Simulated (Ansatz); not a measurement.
Run this with Ansatz 0.2.0 through its Python package and show what comes out.

Contents of `scf.yaml`:
```yaml
crystal:
  lattice:
    - [0.0, 4.980737, 4.980737]
    - [4.980737, 0.0, 4.980737]
    - [4.980737, 4.980737, 0.0]
  atoms:
    - { symbol: K, position: [0.75, 0.75, 0.75] }
    - { symbol: K, position: [0.25, 0.25, 0.25] }
    - { symbol: Cs, position: [0.5, 0.5, 0.5] }
    - { symbol: "Y", position: [0.0, 0.0, 0.0] }
    - { symbol: F, position: [0.780642, 0.219358, 0.219358] }
    - { symbol: F, position: [0.219358, 0.219358, 0.780642] }
    - { symbol: F, position: [0.219358, 0.780642, 0.780642] }
    - { symbol: F, position: [0.219358, 0.780642, 0.219358] }
    - { symbol: F, position: [0.780642, 0.219358, 0.780642] }
    - { symbol: F, position: [0.780642, 0.780642, 0.219358] }
kpoints:
  mp_grid: { kspacing: 0.4 }
hamiltonian:
  xc: lda
  hubbard: { sites: [{ species: "Y", l: d, u_eff: 1.0 }], double_counting: fll }
scf:
  occupations: { method: fermi_dirac, width: 0.3 }
basis:
  ecutwfc: "19 Ha"
output:
  forces: true
```

`run_yaml_run.py`
```python
"""CsK2YF6 from YAML text."""

from collections import Counter

import ansatz as az


def main() -> None:
    outcome = az.Session.from_deck("scf.yaml").plan().execute()
    rep = outcome.report

    print(f"free energy      {rep['free_energy_ev']:.5f} eV")
    print(f"per atom         {rep['free_energy_ev'] / len(outcome.lattice.sites):.5f} eV")
    print(f"SCF iterations   {rep['n_iterations']}  (converged: {rep['converged']})")

    # forces, one row an atom
    print("forces (eV/A)")
    for site, force in zip(outcome.lattice.sites, rep["forces_ev_ang"]):
        print(f"  {site.symbol:2s} {force[0]:9.4f} {force[1]:9.4f} {force[2]:9.4f}")

    told = Counter((n["data"]["severity"], n["data"]["kind"]) for n in outcome.notices if n["event"] == "notice")
    for (severity, kind), count in sorted(told.items()):
        print(f"{severity:8s} {kind} x{count}")


if __name__ == "__main__":
    main()
```

```console
$ python run_yaml_run.py
free energy      -17019.52363 eV
per atom         -1701.95236 eV
SCF iterations   9  (converged: True)
forces (eV/A)
  K    -0.0000   -0.0000    0.0000
  K    -0.0000   -0.0000   -0.0000
  Cs    0.0000    0.0000   -0.0000
  Y     0.0000   -0.0000   -0.0000
  F    -0.3454   -0.0000    0.0000
  F    -0.0000    0.0000   -0.3454
  F     0.3454   -0.0000    0.0000
  F     0.0000   -0.3454    0.0000
  F    -0.0000    0.3454   -0.0000
  F     0.0000   -0.0000    0.3454
audit    band_cg_iterations x1
audit    preconditioner_resolved x1
```

Notes:
- The settings weren't tested for convergence.
- Spin is left out of this run.
- The structure comes from a database of computed cells and needn't be a stable or known phase.
- It ran for 6.9 s on 1 thread of Arm Neoverse V2, with other jobs on the host, peak memory 0.61 GiB.

(Lines on the test bed's own set-up are left out of the output.)
